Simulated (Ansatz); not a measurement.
## Ni3Ge and its elements: a formation energy from the elements, step by step

With Ansatz 0.2.0, Python API.

`ni3ge_ni3ge.cif`
```cif
data_Ni3Ge
_cell_length_a 3.530334
_cell_length_b 3.530334
_cell_length_c 3.530334
_cell_angle_alpha 90.00000
_cell_angle_beta 90.00000
_cell_angle_gamma 90.00000
_symmetry_space_group_name_H-M 'P 1'
_symmetry_Int_Tables_number 1
loop_
_symmetry_equiv_pos_as_xyz
'x, y, z'
loop_
_atom_site_label
_atom_site_type_symbol
_atom_site_fract_x
_atom_site_fract_y
_atom_site_fract_z
Ni1 Ni    0.500000    0.000000    0.500000
Ni2 Ni    0.000000    0.500000    0.500000
Ni3 Ni    0.500000    0.500000    0.000000
Ge4 Ge    0.000000    0.000000    0.000000
```

Input file `ni3ge_ni.xyz`:
```text
1
Lattice="0.0 1.761935 1.761935 1.761935 0.0 1.761935 1.761935 1.761935 0.0" Properties=species:S:1:pos:R:3:initial_magmoms:R:1 pbc="T T T"
Ni    0.00000000    0.00000000    0.00000000  1.50
```

The script reads `ni3ge_ge.xyz`:
```text
2
Lattice="0.0 2.82891 2.82891 2.82891 0.0 2.82891 2.82891 2.82891 0.0" Properties=species:S:1:pos:R:3 pbc="T T T"
Ge    0.00000000    0.00000000    0.00000000
Ge    1.41445500    1.41445500    1.41445500
```

Typed at the interpreter:
```pycon
>>> from collections import Counter
>>> import warnings
>>> import ansatz as az
>>> from ase.io import read
>>> import numpy as np
>>> POLARISED = {"Ni3Ge", "Ni"}
>>> def run_phase(name, crystal):
...     calc = (
...         crystal.calculation()
...         .basis(320)
...         .functional("pbesol")
...         .scf(algorithm="direct_min", self_checks="low")
...         .kpoints(spacing=0.39)
...         .occupations("gaussian", width=0.05)
...         .stress()
...     )
...     if name in POLARISED:
...         calc = calc.spin("collinear")
...     calc = calc.relax(force_tolerance=0.01, fix_cell=["shape"])
...     return calc.run(threads=1)
...
>>> def counts(outcome):
...     return Counter(site.symbol for site in outcome.lattice.sites)
...
>>> def formation_energy(outcome, mu):
...     n = counts(outcome)
...     return (outcome.report["energy_sigma0_ev"] - sum(k * mu[element] for element, k in n.items())) / sum(n.values())
...
>>> def volume_per_atom(outcome):
...     return abs(np.linalg.det(outcome.lattice.cell_ang)) / len(outcome.lattice.sites)
...
>>> warnings.simplefilter("ignore")
>>> phases = {}
>>> atoms = read("ni3ge_ni3ge.cif")
>>> ni3ge = az.Crystal.from_ase(atoms).moments(Ni=1.5)
>>> phases["Ni3Ge"] = ni3ge
>>> ni = az.Crystal.from_extxyz("ni3ge_ni.xyz")
>>> phases["Ni"] = ni
>>> ge = az.Crystal.from_extxyz("ni3ge_ge.xyz")
>>> phases["Ge"] = ge
>>> done = {name: run_phase(name, crystal) for name, crystal in phases.items()}
>>> # energy of one atom in its reference phase
>>> references = {"Ni": "Ni", "Ge": "Ge"}
>>> mu = {element: done[name].report["energy_sigma0_ev"] / len(done[name].lattice.sites) for element, name in references.items()}
>>> target = done["Ni3Ge"]
>>> heat = formation_energy(target, mu)
>>> for element, value in mu.items():
...     print(f"mu({element}) = {value:.4f} eV from {references[element]}, {volume_per_atom(done[references[element]]):.2f} A^3/atom")
...
mu(Ni) = -5804.8651 eV from Ni, 10.46 A^3/atom
mu(Ge) = -4253.3983 eV from Ge, 22.95 A^3/atom
>>> print(f"formation energy of Ni3Ge: {heat:.4f} eV/atom = {96.4853 * heat:.1f} kJ/mol of atoms")
formation energy of Ni3Ge: -0.3592 eV/atom = -34.7 kJ/mol of atoms
```

The formation energy is -0.359 eV an atom (-34.7 kJ per mole of atoms), so Ni3Ge lies below the reference phases. Other compounds of these elements, not run here, can lie lower still.

Notes:
- These settings explore the input space; cutoff and mesh may be short of convergence.
- The cutoff lies under the one recommended for these potentials.
- The SCF didn't keep the moments it started from (some shrank, vanished or turned); what is printed is the state reached.
- Atoms and volume are relaxed with the cell's shape held, which in cells of lower than cubic symmetry can hide stresses and shift volumes.
- The meshes are coarse for the metals among these phases, whose energies can be off by up to 40 meV an atom.
- The cells come from databases of deposited and of computed structures, and not all need be stable phases.
- The compound is the structure given, not necessarily its lowest; energies are at zero temperature, with no correction for gases. Magnetic phases start from parallel moments and may not end in their lowest magnetic state. A semilocal functional's error on such energies is often 0.05 to 0.1 eV an atom, and 0.1 to 0.3 eV against gases such as O2 or F2.
- The script silences warnings, which a real study should read.
- Timing: 39 s on 1 thread of Intel(R) Xeon(R) Platinum 8488C (Sapphire Rapids), with other jobs on the host, peak memory 0.52 GiB.
